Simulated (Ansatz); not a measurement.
# GeHNO: the cost of one run

Program: Ansatz 0.2.0, Gaussian basis. Level of theory: cc-pVTZ, all electrons in the functionals, frozen cores in the correlation of double hybrids and RPA. These are calculated values, not measurements.

Plan: PBE, r2SCAN, B97M-V, PBE0, B3LYP, wB97M-V, B2PLYP, RKS PBE0, RPA-PBE.

### 1 The geometry

The geometry is a PBE0/def2-TZVP stationary point (not a proven minimum). No spin-orbit coupling is included. The filled d shell of Ge may be among the frozen orbitals whatever the setting's name suggests.

4 atoms, charge 0, spin multiplicity 1.

Atoms are counted from 1 here; the program's logs count them from 0.

Bond lengths: Ge1–O2 1.893 Å, Ge1–H4 1.590 Å, O2–N3 1.176 Å. Angles: O2–Ge1–H4 85.1°, Ge1–O2–N3 171.0°.

No dispersion term is added; B97M-V, wB97M-V hold VV10 nonlocal correlation. B3LYP takes the VWN-RPA correlation.

### 2 PBE (unrestricted)

File in.yaml:

```yaml
crystal:
  periodic: [false, false, false]
  atoms:
    - {symbol: Ge, position_ang: [0.000000, -0.034402, 0.705336]}
    - {symbol: O, position_ang: [0.000000, 0.083408, -1.183652]}
    - {symbol: N, position_ang: [0.000000, -0.028781, -2.354015]}
    - {symbol: H, position_ang: [0.000000, 1.555244, 0.668777]}
basis:
  gaussian: {orbitals: cc-pVTZ}
magnetization: {spin_polarized: true, initial_magnetization: 0}
hamiltonian: {xc: {name: PBE}}
output: {orbitals: {seedname: orbitals}}
```

Command:

```
ansatz run in.yaml --threads 1 --pin off --events-out ev --progress --plain --max-ram 4096MiB --backend cpu
```

Q: Estimate wall time and peak memory on 1 thread of AMD EPYC 7R13, shared host.

About 20 s, with a peak of 0.27 GiB.
